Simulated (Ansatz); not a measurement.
# GaH (triplet): wave-function methods side by side, aug-cc-pVTZ

An exercise on one series of results from a longer session: the logs are not shown, and one member is left open.

Method: aug-cc-pVTZ, core rule «outside noble gas», up to 14 orbitals frozen; program: Ansatz 0.2.0, Gaussian basis.

The runs, in order: UHF; CCSD(T) on ROHF; CCSD(T) on UHF; BCCD(T) on ROHF; CCSDT(Q) on ROHF; CCSDT(Q) on UHF; Full CI; Full CI in the symmetry of the determinant.

13 further runs of the same task are left out: 5 for a known fault of the program, 3 that didn't finish, 5 set aside as unsound or not needed.

## The geometry

The geometry is a PBE0/def2-TZVPD stationary point (not a proven minimum) of the parent state, kept for this charge and spin. No spin-orbit coupling is included. The filled d shell of Ga may be among the frozen orbitals whatever the setting's name suggests; the logs give the count.

2 atoms, charge 0, spin multiplicity 3.

Atoms are counted from 1 here; the program's logs count them from 0.

Bond lengths: Ga1–H2 1.603 Å.

The first run:

Contents of in.yaml:

```yaml
crystal:
  periodic: [false, false, false]
  atoms:
    - {symbol: Ga, position_ang: [0.000000, 0.000000, 0.000000]}
    - {symbol: H, position_ang: [0.000000, 0.000000, 1.602600]}
basis:
  gaussian: {orbitals: aug-cc-pVTZ}
magnetization: {spin_polarized: true, initial_magnetization: 2}
hamiltonian: {xc: hf}
output: {orbitals: {seedname: orbitals}}
```

Started as:

```
> ansatz run in.yaml --threads 1 --pin off --events-out ev --progress --plain --max-ram 4096MiB --backend cpu
```

Steps of the session up to this table: UHF; CCSD(T) on ROHF; CCSD(T) on UHF; BCCD(T) on ROHF; CCSDT(Q) on ROHF; CCSDT(Q) on UHF; Full CI; Full CI in the symmetry of the determinant.

One table of the session follows, with a row left open; its other results are not shown here.

It belongs to the step «Misses and costs». 

| method | from FCI (kcal/mol) |
| --- | --- |
| ROHF | +37.76 |
| UHF | +35.69 |
| RMP2 | +10.08 |
| UMP2 | +9.26 |
| RCCSD | ? |
| UCCSD | +0.74 |
| RCCSD(T) | +0.28 |
| UCCSD(T) | -0.14 |
| BCCD(T) | +0.26 |
| RCCSDT | -0.04 |
| UCCSDT | -0.44 |
| RCCSDT(Q) | -0.05 |
| UCCSDT(Q) | -0.45 |
| FCI | 0 |

Q: Estimate the row for RCCSD from the others.

**Answer.** from FCI (kcal/mol): +1.23. In the column «from FCI (kcal/mol)» it lies between UCCSD (+0.74) and UMP2 (+9.26).

Limits of these values: UCCSD(T), UCCSDT, RCCSDT(Q), UCCSDT(Q) fall below full CI: unrestricted runs freeze a spin-polarised core, another one than full CI's, and coupled cluster isn't variational. Levels on UHF freeze UHF's core orbitals, full CI those of ROHF, so the U rows can settle a little off it for that reason alone. Restricted and unrestricted rows rest on different reference determinants; where their highest levels disagree by more than a few hundredths of an eV, they describe different states and don't form one ladder.
